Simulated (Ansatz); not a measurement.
# C₃N₃Si radical: basis-set convergence

How large a basis does C₃N₃Si radical need? Two functionals are run in growing sets.

Method: one geometry, several basis sets; program: Ansatz 0.2.0, Gaussian basis.

Plan: PBE0-D4/def2-SVP; ωB97M-V/def2-SVP; PBE0-D4/def2-QZVPP; ωB97M-V/def2-QZVPP; the functionals' def2-TZVPP values are taken from earlier runs.

### Step 1. Structure used throughout

All runs share one geometry, relaxed beforehand with PBE0-D4 in a triple-zeta def2 set.

SMILES `N#C[Si](C#N)C#N`, 7 atoms, charge 0, spin multiplicity 2.

Atoms are counted from 1 here; the program's logs count them from 0.

Bond lengths: N1–C2 1.154 Å, C2–Si3 1.814 Å, Si3–C4 1.814 Å, Si3–C6 1.814 Å, C4–N5 1.154 Å, C6–N7 1.154 Å. Angles: N1–C2–Si3 174.7°, C2–Si3–C4 111.2°, C2–Si3–C6 111.2°, C4–Si3–C6 111.1°, Si3–C4–N5 174.7°, Si3–C6–N7 174.7°.

### Step 2. PBE0-D4 in def2-SVP

in.yaml

```yaml
crystal:
  periodic: [false, false, false]
  atoms:
    - {symbol: N, position_ang: [1.867202, -2.125942, 0.507832]}
    - {symbol: C, position_ang: [1.247340, -1.179391, 0.283178]}
    - {symbol: Si, position_ang: [0.419132, 0.391811, -0.084178]}
    - {symbol: C, position_ang: [-0.543315, 0.282586, -1.617571]}
    - {symbol: N, position_ang: [-1.091483, 0.289517, -2.632521]}
    - {symbol: C, position_ang: [-0.619940, 0.924084, 1.303762]}
    - {symbol: N, position_ang: [-1.217837, 1.349335, 2.193898]}
basis:
  gaussian: {orbitals: def2-SVP}
magnetization: {spin_polarized: true, initial_magnetization: 1}
hamiltonian: {xc: pbe0, dispersion: d4}
output: {orbitals: {seedname: orbitals}}
```

Launch:

```sh
$ ansatz run in.yaml --threads 4 --pin off --events-out ev --progress --plain --max-ram 10444MiB
```

After this run come: ωB97M-V in def2-SVP; PBE0-D4 in def2-QZVPP; ωB97M-V in def2-QZVPP.

Before running them: what should the planned runs give, taken together? Wanted: PBE0-D4: double and triple zeta above quadruple; ωB97M-V: double and triple zeta above quadruple.

The runs gave:

| quantity | value |
| --- | --- |
| PBE0-D4: double and triple zeta above quadruple | 12.10, 0.63 eV |
| ωB97M-V: double and triple zeta above quadruple | 12.30, 0.57 eV |

In words: PBE0-D4 gains 11.47 eV from double to triple zeta, then 0.63 eV more. Total energies overstate the basis error of differences, where much of it tends to cancel.
